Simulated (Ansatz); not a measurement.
# FH₃MgOSi: up Jacob's ladder to CCSD(T)

An exercise on one series of results from a longer session: the logs are not shown, and one member is left open.

The runs use Ansatz 0.2.0, Gaussian basis; functionals in def2-TZVPP, the program's frozen cores in correlated methods.

Plan: LDA (SPW92), PBE-D4, revPBE-D4, BLYP-D4, r2SCAN-D4, B97M-V, PBE0-D4, B3LYP-D4, r2SCANh-D4, r2SCAN0-D4, HSE06-D4, BHLYP-D4, CAM-B3LYP-D4, LC-ωPBE, ωB97X-V, ωB97M-V, B2PLYP, PBE-QIDH; CCSD(T)/def2-SVP; CCSD(T)/def2-TZVPP; CCSD(T)/def2-QZVPP; extrapolation to the limit; RPA on PBE.

### Structure used throughout

The geometry comes from an earlier relaxation with PBE0-D4 in a triple-zeta def2 set; it is a stationary point, not always the lowest conformer.

7 atoms, charge 0, spin multiplicity 1.

Atoms are counted from 1 here; the program's logs count them from 0.

Bond lengths: F1–Mg2 1.747 Å, Mg2–O3 1.783 Å, O3–Si4 1.614 Å, Si4–H5 1.492 Å, Si4–H6 1.492 Å, Si4–H7 1.492 Å. Angles: F1–Mg2–O3 180.0°, Mg2–O3–Si4 180.0°, O3–Si4–H5 111.2°, O3–Si4–H6 111.2°, O3–Si4–H7 111.2°, H5–Si4–H6 107.7°, H5–Si4–H7 107.7°, H6–Si4–H7 107.7°.

The first run:

in.yaml

```yaml
crystal:
  periodic: [false, false, false]
  atoms:
    - {symbol: F, position_ang: [-1.074561, -3.535009, 1.335051]}
    - {symbol: Mg, position_ang: [-0.592019, -1.965470, 0.737792]}
    - {symbol: O, position_ang: [-0.099801, -0.364210, 0.128417]}
    - {symbol: Si, position_ang: [0.345452, 1.086089, -0.423534]}
    - {symbol: H, position_ang: [-0.717304, 1.685521, -1.281960]}
    - {symbol: H, position_ang: [0.609399, 2.032243, 0.699311]}
    - {symbol: H, position_ang: [1.590134, 0.992835, -1.240678]}
basis:
  gaussian: {orbitals: def2-TZVPP}
hamiltonian: {xc: lda}
output: {orbitals: {seedname: orbitals}}
```

Run with:

```sh
ansatz run in.yaml --threads 2 --pin off --events-out ev --progress --plain --max-ram 32768MiB --backend cpu
```

Among the steps run: LDA; PBE-D4 (GGA); revPBE-D4 (GGA); BLYP-D4 (GGA); r2SCAN-D4 (meta-GGA); B97M-V (meta-GGA); PBE0-D4 (hybrid); B3LYP-D4 (hybrid); r2SCANh-D4 (hybrid); r2SCAN0-D4 (hybrid); HSE06-D4 (hybrid); BHLYP-D4 (hybrid); CAM-B3LYP-D4 (range-separated); LC-ωPBE (range-separated); ωB97X-V (range-separated); ωB97M-V (range-separated); B2PLYP (double hybrid); PBE-QIDH (double hybrid).

One table of the session follows, with a row left open; its other results are not shown here.

It belongs to the step «Orbital energies across the functionals». 

```
  functional  HOMO (eV)  LUMO (eV)  gap (eV)
 LDA (SPW92)      -6.98      -2.67      4.31
      PBE-D4      -6.86      -2.47      4.39
   revPBE-D4      -6.81      -2.34      4.47
     BLYP-D4      -6.79      -2.50      4.29
   r2SCAN-D4      -7.19      -1.92      5.27
      B97M-V      -7.27      -2.38      4.90
     PBE0-D4      -8.28      -1.70      6.58
    B3LYP-D4      -8.09      -2.05      6.03
  r2SCANh-D4      -7.71      -1.69      6.02
  r2SCAN0-D4      -8.50      -1.37      7.14
    HSE06-D4      -7.87      -2.06      5.81
    BHLYP-D4          ?          ?         ?
CAM-B3LYP-D4      -9.74      -1.03      8.71
     LC-ωPBE     -11.07       0.18     11.25
     ωB97X-V     -10.74       0.00     10.74
     ωB97M-V     -10.60      -0.44     10.16
```

Q: Estimate the row for BHLYP-D4 from the others.

Worked estimate for «HOMO (eV)». Against the share of exact exchange, BLYP-D4 (0, -6.79), B3LYP-D4 (0.2, -8.09) give a slope of -6.50 per unit share; at 0.5 the line stands at -10.04.

**Answer.** HOMO (eV): -9.66; LUMO (eV): -1.18; gap (eV): 8.47. In «HOMO (eV)» the line misses by -0.38.
